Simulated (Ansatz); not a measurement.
# interstitial Cu in Si: a dynamics run in two tries

Aim: a short trajectory for this system. The host cell (diamond) has 16 atoms, cell charge +1; the extra atom is the last.

Program: Ansatz 0.2.0. Level of theory: DFT PBEsol, plane waves, PAW, scalar-relativistic, no spin polarisation. These are calculated values, not measurements.

## Step 1: The structure to begin with

The cell holds 17 atoms (CuSi16): a = 7.679 Å, b = 7.679 Å, c = 7.679 Å, α = 60.00°, β = 60.00°, γ = 60.00°.

Its coordinates follow in the input file.

## Step 2: First try

input.yaml

```yaml
accuracy: low
crystal:
  lattice:
    - [0.0, 5.43, 5.43]
    - [5.43, 0.0, 5.43]
    - [5.43, 5.43, 0.0]
  atoms:
    - { symbol: Si, position: [0.00773539, 0.06492386, -0.02836322] }
    - { symbol: Si, position: [0.15808167, 0.16315289, 0.12677785] }
    - { symbol: Si, position: [-0.02110916, 0.01886025, 0.48551005] }
    - { symbol: Si, position: [0.14113546, 0.13658438, 0.59018137] }
    - { symbol: Si, position: [-0.00588693, 0.57499442, -0.04005475] }
    - { symbol: Si, position: [0.0692897, 0.69599456, 0.1221539] }
    - { symbol: Si, position: [-0.02853917, 0.55086588, 0.49109413] }
    - { symbol: Si, position: [0.14428609, 0.63242749, 0.60634881] }
    - { symbol: Si, position: [0.51469731, -0.04709357, 0.04421779] }
    - { symbol: Si, position: [0.62538604, 0.12025986, 0.14243385] }
    - { symbol: Si, position: [0.51099331, -0.03115491, 0.50763211] }
    - { symbol: Si, position: [0.59373795, 0.08432242, 0.67571997] }
    - { symbol: Si, position: [0.45323572, 0.53093768, 0.02169147] }
    - { symbol: Si, position: [0.6014445, 0.58514404, 0.15621717] }
    - { symbol: Si, position: [0.50321861, 0.45343604, 0.5174342] }
    - { symbol: Si, position: [0.61847223, 0.59411242, 0.64945516] }
    - { symbol: Cu, position: [0.7816074, 0.18686445, 0.74631438] }
total_charge: 1
basis:
  ecutwfc: 420.0
kpoints:
  mp_grid: { grid: [2, 2, 2] }
hamiltonian:
  xc: pbesol
  pseudopotentials: { kind: paw, azcp: { folder: soft_1 } }
scf:
  occupations: { method: fermi_dirac, width: 0.02 }
  lower_state_search: "off"
  max_iter: 78
md:
  timestep: 3.0
  n_steps: 25
  ensemble: nvt_langevin
  temperature: 2100.0
  initial_velocities: maxwell_boltzmann
  seed: 428605
  friction: 0.01
  temperature_schedule: [{ n_steps: 500, end_temperature: 100.0 }]
```

Started as:

```
> ansatz run input.yaml --threads 1 --pin off --max-ram 3072MiB --backend cpu --events-out ev --progress --plain --runs-dir out
```

**Question.** What will these runs give? Wanted: first try.

The runs gave:

| quantity | value |
| --- | --- |
| first try | refused |
| cause | the schedule's stages add up to more steps than the run has |

In words: The fault in the first input was caught at the input check and cost nothing.
